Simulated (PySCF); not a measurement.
# C4H10BrPSi: the cost of one run

The runs use PySCF 2.14.0, with density-fitted response routines of our own; the level of theory stands in each step. All values are computed, except where a source is named. Atoms count from 0, in the outputs and in this text.

**1. The molecule as given**

17 atoms, charge 0, multiplicity 1; geometry from: GFN2-xTB.

Bonds of the start (Å): C0–Si1 1.90, Si1–P2 2.25, Si1–C3 1.90, C3–Br4 1.95, C3–C5 1.50, C5–C6 1.49, C6–C3 1.50, C0–H7 1.09, C0–H8 1.09, C0–H9 1.09, Si1–H10 1.47, P2–H11 1.38, P2–H12 1.38, C5–H13 1.08, C5–H14 1.08, C6–H15 1.08, C6–H16 1.08.

**2. Ultraviolet spectrum: CAM-B3LYP/def2-SVPD**

Job settings and geometry (Å):

```
{"job": {"kind": "uv", "xc": "CAM-B3LYP", "basis": "def2-SVPD", "nstates": 8, "ntriplets": 3}, "charge": 0, "multiplicity": 1}
C     -1.676637     1.426348     0.509607
Si    -0.862081    -0.096575    -0.291567
P     -1.630903    -2.102359     0.366807
C      0.995390    -0.054598     0.113465
Br     1.344164     0.119056     2.027966
C      1.978836    -0.879090    -0.654568
C      1.983332     0.609529    -0.791850
H     -1.571954     1.404568     1.591524
H     -1.230347     2.350580     0.154400
H     -2.736891     1.457189     0.278194
H     -0.956249    -0.041400    -1.760302
H     -2.957328    -1.709660     0.373894
H     -1.487743    -1.858360     1.720940
H      2.796465    -1.344360    -0.122975
H      1.596348    -1.477148    -1.469356
H      2.802831     1.159531    -0.352421
H      1.605769     1.048780    -1.703668
```

With the program's defaults for keys left out, this is: TDDFT CAM-B3LYP/def2-SVPD, vertical, gas phase, core orbitals frozen in the response.

Started as:

```
$ OMP_NUM_THREADS=1 python probes_run.py task.json out
```

This one command runs all jobs of the session in turn.

**Question.** How long does this job take on 1 thread of Arm Neoverse N1, shared host, and how much memory does it need?

About 2.6 min, with a peak of 1.1 GiB.
